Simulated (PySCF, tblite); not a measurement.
# C6H9NO2Si: geometry, infrared bands and NMR shifts

What infrared bands and NMR shifts should C6H9NO2Si (`CC(=O)O[SiH2]n1cccc1`) show?

Computed with tblite 0.8.0 and PySCF 2.14.0, with density-fitted response routines of our own, on a single molecule in the gas phase. Atoms count from 0, in the outputs and in this text.

## (1) The starting structure

19 atoms, charge 0, multiplicity 1; geometry from: force field or distance geometry start.

Bonds of the start (Å): C0–C1 1.50, C1–O2 1.27, C1–O3 1.36, O3–Si4 1.74, Si4–N5 1.78, N5–C6 1.37, C6–C7 1.37, C7–C8 1.39, C8–C9 1.38, C9–N5 1.34, C0–H10 1.11, C0–H11 1.10, C0–H12 1.10, Si4–H13 1.49, Si4–H14 1.46, C6–H15 1.07, C7–H16 1.08, C8–H17 1.09, C9–H18 1.09.

## (2) Geometry optimisation with GFN2-xTB

The job: settings as JSON, then the geometry in Å.

```
{"job": {"kind": "relax", "xc": "GFN2-xTB", "basis": "xTB"}, "charge": 0, "multiplicity": 1}
C      3.644600     0.831400     0.355700
C      2.519300    -0.162600     0.398300
O      2.511400    -1.045600     1.314700
O      1.511300    -0.155000    -0.520500
Si     0.177100    -1.276100    -0.537100
N     -1.354400    -0.397100    -0.281700
C     -1.430900     0.965600    -0.200700
C     -2.748300     1.269900     0.013600
C     -3.472500     0.088300     0.053900
C     -2.572400    -0.944600    -0.127400
H      3.647100     1.442200     1.281500
H      3.506200     1.475000    -0.526000
H      4.622300     0.325800     0.323600
H      0.202000    -1.911600    -1.880900
H      0.353600    -2.365400     0.417000
H     -0.611300     1.651300    -0.267600
H     -3.195700     2.251600     0.127100
H     -4.551600    -0.022000     0.201700
H     -2.767700    -2.011800    -0.152600
```

The run is started by

```
$ OMP_NUM_THREADS=1 python probes_run.py task.json out
```

The driver reads the jobs from task.json and runs them one after another.

**Question.** This job is followed by: GFN2-xTB harmonic vibrations, gas phase; GIAO PBE0/pcSseg-1 NMR shielding, non-relativistic, gas phase. What will the session give for the following? strongest single infrared mode (GFN2-xTB); zero-point energy (GFN2-xTB); 13C shifts against TMS (PBE0/pcSseg-1, means over atoms taken as alike); 1H shifts against TMS (PBE0/pcSseg-1, means over atoms taken as alike); 17O shifts against H2O (PBE0/pcSseg-1); 29Si shifts against TMS (PBE0/pcSseg-1); 15N shifts against NH3 (PBE0/pcSseg-1).

The runs gave:

| quantity | value |
| --- | --- |
| strongest single infrared mode (GFN2-xTB) | 1219 cm⁻¹, 798 km/mol |
| zero-point energy (GFN2-xTB) | 86.7 kcal/mol |
| 13C shifts against TMS (PBE0/pcSseg-1, means over atoms taken as alike) | 177.1, 124.2, 118.0, 24.0 ppm |
| 1H shifts against TMS (PBE0/pcSseg-1, means over atoms taken as alike) | 6.81, 6.66, 5.68, 2.31 ppm |
| 17O shifts against H2O (PBE0/pcSseg-1) | 472.4, 198.2 ppm |
| 29Si shifts against TMS (PBE0/pcSseg-1) | -30.3 ppm |
| 15N shifts against NH3 (PBE0/pcSseg-1) | 167.7 ppm |

In words: Over 130 steps the energy fell by 0.732 eV; of the close pairs, O3–Si4 changed most, 1.743 to 1.656 Å. All 51 modes are real, so the xTB geometry is a minimum. The strongest single mode, at 1219 cm⁻¹, moves mainly C1. Unscaled tight-binding wavenumbers are off by several per cent, some by more. Its intensities can rank the bands wrongly. At PBE0/pcSseg-1: The widest tensor belongs to O2: span 631 ppm, with a paramagnetic part of -538 ppm. NICS(1)zz of -29 ppm above the planar ring from N5 marks a diatropic (aromatic) ring current.
